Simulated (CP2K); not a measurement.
# AlSiH5O2 (SMILES O[SiH2][O][AlH2]) at 4 levels

Wanted: a comparison of 4 runs (B3LYP/6-31G*, AM1, PM3, GFN2-xTB) of AlSiH5O2. 

The calculation is run with CP2K 2026.2.

1 further run of the same task is left out (it didn't finish).

**1. The molecule**

The species is AlSiH5O2 (9 atoms), meant as a singlet with charge 0. As SMILES, `O[SiH2][O][AlH2]`. The Si2–H7 distance was set to 1.710 Å, away from the relaxed value.

Bond lengths: O1–Si2 1.642 Å, Si2–O3 1.619 Å, O3–Al4 1.683 Å, O1–H5 0.958 Å, Si2–H6 1.480 Å, Al4–H8 1.580 Å, Al4–H9 1.579 Å. Angles: O1–Si2–O3 112.5°, Si2–O3–Al4 173.6°, O1–Si2–H6 104.7°, O3–Si2–H6 110.1°, Si2–O1–H5 117.9°, O3–Al4–H8 117.8°, O3–Al4–H9 118.1°, H8–Al4–H9 124.1°. A long bond or contact: Si2–H7 1.710 Å.

**2. A single-point energy at B3LYP/6-31G(d) (spherical functions) (run 1)**

molecule.xyz reads:

```xyz
9

O     -0.718541     1.774160    -1.100331
Si     0.249559     1.141460     0.064769
O      0.327359    -0.474140    -0.004431
Al     0.402259    -2.135740    -0.262731
H     -1.664241     1.650560    -1.013031
H      1.582659     1.727560    -0.197131
H     -0.337300     1.564900     1.614200
H     -0.882941    -2.850940    -0.838931
H      1.742159    -2.885840     0.103269
```

calc.inp reads:

```
&global
   project_name calc
   run_type ENERGY
   print_level MEDIUM
&end

&force_eval
   method QS
   &dft
      basis_set_file_name ./6_31gs.basis
      potential_file_name POTENTIAL
      # Quickstep
      &qs
         method GAPW
         eps_default 1.0E-10
      &end
      &mgrid
         cutoff 280
         rel_cutoff 50
         ngrids 4
      &end
      # isolated system
      &poisson
         periodic NONE
         poisson_solver MULTIPOLE
      &end
      &scf
         scf_guess ATOMIC
         eps_scf 1.0E-07
         max_scf 80
         added_mos 5
         &diagonalization
            algorithm STANDARD
         &end
         &mixing
            method DIRECT_P_MIXING
            alpha 0.4
         &end
      &end
      &xc
         &xc_functional
            &hyb_gga_xc_b3lyp
            &end
         &end
         # exact exchange
         &hf
            fraction 0.2
            &screening
               eps_schwarz 1.0E-10
            &end
            &memory
               max_memory 1050
            &end
         &end
      &end
      &print
         &moments
            periodic F
            reference COM
            max_moment 1
         &end
         &mo ON
            energies T
            occupation_numbers T
            ndigits 6
            &each
               qs_scf 0
            &end
            add_last NUMERIC
         &end
         &lowdin ON
         &end
         &hirshfeld OFF
         &end
      &end
   &end
   # atoms, cell and kinds
   &subsys
      &cell
         abc 10.4 11.7 9.7
         periodic NONE
      &end
      &topology
         coord_file_name molecule.xyz
         coord_file_format XYZ
         &center_coordinates
         &end
      &end
      &kind O
         basis_set 6-31Gs
         potential ALL
         lebedev_grid 194
         radial_grid 100
      &end
      &kind Si
         basis_set 6-31Gs
         potential ALL
         lebedev_grid 194
         radial_grid 100
      &end
      &kind Al
         basis_set 6-31Gs
         potential ALL
         lebedev_grid 194
         radial_grid 100
      &end
      &kind H
         basis_set 6-31Gs
         potential ALL
         lebedev_grid 194
         radial_grid 100
      &end
   &end
&end
```

Command:

```sh
OMP_NUM_THREADS=1 cp2k.psmp calc.inp > calc.out
```

Log:

```text
CP2K| version string:                                       CP2K version 2026.2
[...]
 GLOBAL| Method name                                                        CP2K
[...]
 GLOBAL| Run type                                                         ENERGY
[...]
 DFT| Spin restricted Kohn-Sham (RKS) calculation                            RKS
 DFT| Multiplicity                                                             1
[...]
 DFT| Charge                                                                   0
[...]
 FUNCTIONAL| HYB_GGA_XC_B3LYP:
[...]
 QS| Method:                                                                GAPW
[...]
 QS| Density cutoff [a.u.]:                                                140.0
[...]
 QS| Relative density cutoff [a.u.]:                                        25.0
[...]
                             - Atoms:                                          9
[...]
                             - Spherical basis functions:                     74
[...]
 Number of electrons:                                                         48
[...]
     1 P_Mix/Diag. 0.40E+00    6.4     0.54198464      -685.7314715442 -6.86E+02
[...]
    15 DIIS/Diag.  0.10E-06    1.8     0.00000003      -685.4838597181  4.55E-13
  *** SCF run converged in    15 steps ***
[...]
  Overlap energy of the core charge distribution:               0.00000020406477
  Self energy of the core charge distribution:               -384.47528373877918
  Core Hamiltonian energy:                                   -304.89940054523385
  Hartree energy:                                             106.53286280943325
  Exchange-correlation energy:                                -15.82112929225927
  Hartree-Fock Exchange energy:                               -11.37110016064839
[...]
  Dipole moment [Debye]
    X= -0.1037018E+01 Y= -0.1019872E+01 Z=  0.4341210E-01  Total=      1.4551389
 ENERGY| Total FORCE_EVAL ( QS ) energy [hartree]           -685.483859718146846
[...]
```

Run time: 32 s. Hardware: 1 thread of Arm Neoverse V1, shared host; peak memory 0.64 GiB.

**3. The energy at AM1 (run 2)**

mol.inp reads:

```
&GLOBAL
 PROJECT_NAME mol
 RUN_TYPE ENERGY
 PRINT_LEVEL MEDIUM
&END GLOBAL

&FORCE_EVAL
 METHOD QUICKSTEP
 &DFT
  CHARGE 0
  MULTIPLICITY 1
  &QS
   METHOD AM1
   EPS_DEFAULT 1.0E-10
   &SE
    &COULOMB
     CUTOFF [angstrom] 50
     RC_RANGE [angstrom] 0
    &END COULOMB
    &EXCHANGE
     CUTOFF [angstrom] 50
     RC_RANGE [angstrom] 0
    &END EXCHANGE
   &END SE
  &END QS
  # cluster boundary conditions
  &POISSON
   PERIODIC NONE
   POISSON_SOLVER ANALYTIC
  &END POISSON
  &SCF
   SCF_GUESS ATOMIC
   EPS_SCF 1.0E-07
   MAX_SCF 40
   &OT ON
    MINIMIZER CG
    PRECONDITIONER FULL_ALL
   &END OT
   &OUTER_SCF
    EPS_SCF 1.0E-07
    MAX_SCF 5
   &END OUTER_SCF
  &END SCF
  # extra output
  &PRINT
   &MOMENTS
    PERIODIC F
    REFERENCE COM
    MAX_MOMENT 1
   &END MOMENTS
   &MO_CUBES
    NLUMO 3
    NHOMO -1
    WRITE_CUBE F
   &END MO_CUBES
   &HIRSHFELD OFF
   &END HIRSHFELD
  &END PRINT
 &END DFT
 # structure
 &SUBSYS
  &CELL
   ABC [angstrom] 19.4 20.7 18.7
   PERIODIC NONE
  &END CELL
  &COORD
   SCALED T
   O    0.46095361   0.61256039   0.42741896
   Si   0.51085567   0.58199517   0.48972377
   O    0.51486598   0.50394686   0.48602324
   Al   0.51872680   0.42367633   0.47221040
   H    0.41220619   0.60658937   0.43208741
   H    0.57957216   0.61030918   0.47571842
   H    0.48060521   0.60245121   0.57258104
   H    0.45247938   0.38912560   0.44139757
   H    0.58779381   0.38743961   0.49178259
  &END COORD
 &END SUBSYS
&END FORCE_EVAL
```

Command:

```sh
OMP_NUM_THREADS=1 cp2k.psmp -i mol.inp > mol.out 2>&1
```

Log:

```text
CP2K| version string:                                       CP2K version 2026.2
[...]
 GLOBAL| Method name                                                        CP2K
[...]
 GLOBAL| Run type                                                         ENERGY
[...]
                             - Atoms:                                          9
[...]
                             - Spherical basis functions:                     21
[...]
 Number of electrons:                                                         24
[...]
     1 OT CG       0.15E+00    0.0     0.32118558       -27.4535605143 -2.75E+01
[...]
    39 OT CG       0.11E+00    0.0     0.00000006       -31.0333692157 -1.92E-13
  *** SCF run converged in    39 steps ***
  Core-core repulsion energy [eV]:                           1290.23701009670503
  Core Hamiltonian energy [eV]:                             -1388.19535189499197
  Two-electron integral energy [eV]:                        -1493.00516058429957
  Electronic energy [eV]:                                   -2134.69793218714176
  Total energy [eV]:                                         -844.46092209043661
  Atomic reference energy [eV]:                               839.21320611888586
  Heat of formation [kcal/mol]:                              -121.01521475817957
[...]
 SE_DIPOLE| Moment [Debye]          0.81425817       0.64735644      -0.49665580
 SE_DIPOLE| Derivative [a.u.]       0.00000000       0.00000000       0.00000000
 *** WARNING in qs_scf_post_se.F:140 :: Printing of MO cube files not ***
 *** implemented for Semi-Empirical method.                           ***
 ENERGY| Total FORCE_EVAL ( QS ) energy [hartree]            -31.033369215692154
[...]
```

It took 0.66 s on 1 thread of Arm Neoverse V1, shared host.

Run 3 isn't shown in full; the table further down has it.

**4. A single-point energy at GFN2-xTB (run 4)**

gas.inp reads:

```
&GLOBAL
 PROJECT gas
 RUN_TYPE ENERGY
 PRINT_LEVEL MEDIUM
&END GLOBAL

&FORCE_EVAL
 METHOD QS
 &DFT
  ! Quickstep
  &QS
   METHOD XTB
   EPS_DEFAULT 1.0E-10
   &XTB
    GFN_TYPE TBLITE
    &TBLITE
     METHOD GFN2
    &END TBLITE
    CHECK_ATOMIC_CHARGES F
   &END XTB
  &END QS
  ! no periodic images
  &POISSON
   PERIODIC NONE
   POISSON_SOLVER ANALYTIC
  &END POISSON
  &SCF
   SCF_GUESS ATOMIC
   EPS_SCF 1.0E-06
   MAX_SCF 150
   ADDED_MOS 2
   &DIAGONALIZATION
    ALGORITHM STANDARD
   &END DIAGONALIZATION
   &MIXING
    METHOD DIRECT_P_MIXING
    ALPHA 0.4
   &END MIXING
   &SMEAR ON
    METHOD FERMI_DIRAC
    ELECTRONIC_TEMPERATURE [K] 300
   &END SMEAR
  &END SCF
  ! extra output
  &PRINT
   &MOMENTS
    PERIODIC F
    REFERENCE COM
    MAX_MOMENT 1
   &END MOMENTS
   &MO ON
    ENERGIES T
    OCCUPATION_NUMBERS T
    NDIGITS 6
    &EACH
     QS_SCF 0
    &END EACH
    ADD_LAST NUMERIC
   &END MO
   &HIRSHFELD OFF
   &END HIRSHFELD
  &END PRINT
 &END DFT
 ! structure
 &SUBSYS
  &CELL
   ABC 19.4 20.7 18.7
   PERIODIC NONE
  &END CELL
  &COORD
   UNIT bohr
   O     -1.3578457     3.3526765    -2.0793242
   Si     0.4715982     2.1570468     0.1223957
   O      0.6186189    -0.8959947    -0.0083734
   Al     0.7601593    -4.0359637    -0.4964896
   H     -3.1449597     3.1191064    -1.9143511
   H      2.9907921     3.2646153    -0.3725236
   H     -0.6374046     2.9572324     3.0503959
   H     -1.6685167    -5.3874958    -1.5853498
   H      3.2922034    -5.4534472     0.1951501
  &END COORD
  &TOPOLOGY
   &CENTER_COORDINATES
   &END CENTER_COORDINATES
  &END TOPOLOGY
 &END SUBSYS
&END FORCE_EVAL
```

Command:

```sh
OMP_NUM_THREADS=1 cp2k.psmp -i gas.inp -o gas.out
```

Log:

```text
CP2K| version string:                                       CP2K version 2026.2
[...]
 GLOBAL| Method name                                                        CP2K
[...]
 GLOBAL| Run type                                                         ENERGY
[...]
                             - Atoms:                                          9
[...]
                             - Spherical basis functions:                     31
[...]
 Number of electrons:                                                         24
[...]
  *** SCF run converged in    17 steps ***
[...]
  Fermi energy:                                                -0.26582673629954
[...]
 TB_DIPOLE| Moment [Debye]         -0.75069792       0.61504614       0.21352578
 TB_DIPOLE| Derivative [a.u.]       0.00000000       0.00000000       0.00000000
[...]
 ENERGY| Total FORCE_EVAL ( QS ) energy [hartree]            -13.646823575545701
[...]
```

Wall time 0.28 s (1 thread of Arm Neoverse V1, shared host).

**5. Overview of the runs**

```
run                               level  scheme  iteration cap  energy (Eh)  dipole moment (D)  wall time
  1  B3LYP/6-31G* (spherical functions)    GAPW             80  -685.483860               1.46       32 s
  2                                 AM1       –             40   -31.033369               1.15     0.66 s
  3                                 PM3       –             40   -28.947894               1.20     0.56 s
  4                            GFN2-xTB       –            150   -13.646824               0.99     0.28 s
```

**6. Results**

```
                                        quantity          value
                             run 4: total energy   -13.64682 Eh
run 4: dipole moment (from atomic charges alone)         0.99 D
                              run 4: HOMO energy      -11.10 eV
                              run 4: LUMO energy       -6.34 eV
                            run 4: HOMO–LUMO gap        4.77 eV
                        run 4: dispersion energy  -12.85 kJ/mol
```

The dipole moment (its size) runs from 0.99 D (GFN2-xTB) to 1.46 D (B3LYP/6-31G*). The two ends differ in method and basis and Hamiltonian. Some of these are taken from atomic charges alone. Force-field and semi-empirical energies have zeros of their own, so their totals don't compare. All runs together took 34 s, the longest 32 s.
